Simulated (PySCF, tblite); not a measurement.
# C₃H₁₁PSSi₂: geometry, infrared bands and NMR shifts

Aim: predict the infrared bands and NMR shifts of C₃H₁₁PSSi₂ (`P[Si@H]1CCC[SiH2]S1`).

Programs: tblite 0.8.0 and PySCF 2.14.0, with density-fitted response routines of our own. Each step states its level of theory. These are calculated values for one molecule in the gas phase, unless marked as measured. Atoms count from 0, in the outputs and in this text.

**1. The molecule as given**

18 atoms, charge 0, multiplicity 1; geometry from: force field or distance geometry start.

Bonds of the start (Å): P0–Si1 2.23, Si1–C2 1.87, C2–C3 1.51, C3–C4 1.49, C4–Si5 1.88, Si5–S6 2.16, S6–Si1 2.16, P0–H7 1.46, P0–H8 1.46, Si1–H9 1.46, C2–H10 1.13, C2–H11 1.12, C3–H12 1.13, C3–H13 1.12, C4–H14 1.12, C4–H15 1.10, Si5–H16 1.48, Si5–H17 1.46.

**2. Relaxing the molecule with GFN2-xTB**

What the job is given:

```
{"job": {"kind": "relax", "xc": "GFN2-xTB", "basis": "xTB"}, "charge": 0, "multiplicity": 1}
P      2.546100    -1.044200     1.129800
Si     1.195300    -1.061900    -0.648800
C     -0.556700    -1.457600    -0.141300
C     -1.237500    -0.302500     0.546800
C     -1.611400     0.834600    -0.337400
Si    -0.181500     2.041500    -0.486100
S      1.342900     0.904200    -1.520000
H      1.969700    -0.064500     2.047900
H      3.841000    -0.525100     0.705500
H      1.642500    -2.084600    -1.584200
H     -1.155100    -1.841500    -1.017500
H     -0.486700    -2.277900     0.614800
H     -2.201500    -0.689200     0.997100
H     -0.613000    -0.001700     1.423100
H     -1.829000     0.531800    -1.390500
H     -2.479700     1.400400     0.042600
H      0.360400     2.405400     0.847600
H     -0.554500     3.239100    -1.241200
```

Command:

```sh
> OMP_NUM_THREADS=1 python probes_run.py task.json out
```

The driver reads the jobs from task.json and runs them one after another.

**Question.** This job is followed by: GFN2-xTB harmonic vibrations, gas phase; GIAO PBE0/pcSseg-1 NMR shielding, non-relativistic, gas phase. What will the session give for the following? strongest single infrared mode (GFN2-xTB); zero-point energy (GFN2-xTB); 13C shifts against TMS (PBE0/pcSseg-1); 1H shifts against TMS (PBE0/pcSseg-1, means over atoms taken as alike); 31P shifts against H3PO4 (PBE0/pcSseg-1); 29Si shifts against TMS (PBE0/pcSseg-1); 33S shifts against CS2 (PBE0/pcSseg-1).

**Answer**, as computed:

| quantity | value |
| --- | --- |
| strongest single infrared mode (GFN2-xTB) | 2275 cm⁻¹, 237 km/mol |
| zero-point energy (GFN2-xTB) | 80.6 kcal/mol |
| 13C shifts against TMS (PBE0/pcSseg-1) | 23.0, 20.2, 17.8 ppm |
| 1H shifts against TMS (PBE0/pcSseg-1, means over atoms taken as alike) | 5.60, 5.21, 4.73, 2.25, 2.22, 1.14, 0.95, 0.93, 0.84, 0.79 ppm |
| 31P shifts against H3PO4 (PBE0/pcSseg-1) | -298.9 ppm |
| 29Si shifts against TMS (PBE0/pcSseg-1) | -2.1, -33.7 ppm |
| 33S shifts against CS2 (PBE0/pcSseg-1) | -272 ppm |

The optimisation took 193 steps and gained 0.830 eV; among the close pairs (by a distance rule), P0–H7 changed most, from 1.461 to 1.382 Å. No mode is imaginary among the 48: a minimum at this level. The strongest single mode, at 2275 cm⁻¹, moves mainly H16. GFN2-xTB is a fitted tight-binding method: band positions and strengths are rough. Its intensities can rank the bands wrongly. At PBE0/pcSseg-1: The widest tensor belongs to P0: span 178 ppm, with a paramagnetic part of -350 ppm.
